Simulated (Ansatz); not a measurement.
Run this with the Python package of Ansatz (0.2.0) and show what comes out.

Script `albh2os.py`:
```python
# -*- coding: utf-8 -*-
"""Bending curve of AlBH2OS."""

import ansatz as az
from ase import Atoms

atoms = Atoms(["S", "B", "O", "Al", "H", "H"], positions=[
    [-0.5216, 0.8512, -1.8227],
    [-0.0625, -0.2971, -0.4713],
    [0.778, -1.3862, 0.0411],
    [0.747, -0.3433, 1.478],
    [-1.8743, 0.3668, -1.8857],
    [0.9755, 0.7447, 2.6144],
])

# relax first, so that the scan starts from a minimum
first = (
    az.Crystal.molecule_from_ase(atoms).calculation()
    .basis(gaussian="6-31G*")
    .functional("b3lyp")
    .relax(force_tolerance=0.02, max_steps=80)
)
atoms.positions = first.run(threads=1).report["positions_ang"]

rows = []
for angle in [85, 95, 105, 115, 125, 140, 160]:
    bent = atoms.copy()
    bent.set_angle(1, 0, 4, angle, indices=[4])
    setup = az.Crystal.molecule_from_ase(bent).calculation()
    setup = setup.basis(gaussian="6-31G*").functional("b3lyp")
    rows.append((angle, setup.run(threads=1).report["free_energy_ev"]))
floor = min(e for _, e in rows)
for angle, e in rows:
    print(f"angle B1-S0-H4 = {angle:3d} deg   {1000 * (e - floor):9.1f} meV")
```

```console
$ python albh2os.py
angle B1-S0-H4 =  85 deg        83.3 meV
angle B1-S0-H4 =  95 deg         0.0 meV
angle B1-S0-H4 = 105 deg        50.8 meV
angle B1-S0-H4 = 115 deg       224.5 meV
angle B1-S0-H4 = 125 deg       502.3 meV
angle B1-S0-H4 = 140 deg      1051.9 meV
angle B1-S0-H4 = 160 deg      1787.8 meV
```

Notes:
- The scan is rigid, and the energies are electronic, in a modest basis. The zero is the lowest point of the grid, which needn't be the minimum.
- b3lyp holds the VWN-RPA fit, as in Gaussian; the form of ORCA and Turbomole is b3lyp5.
- Finished in 82 s on 1 thread of Arm Neoverse N1, on a shared host, peak memory 0.23 GiB.
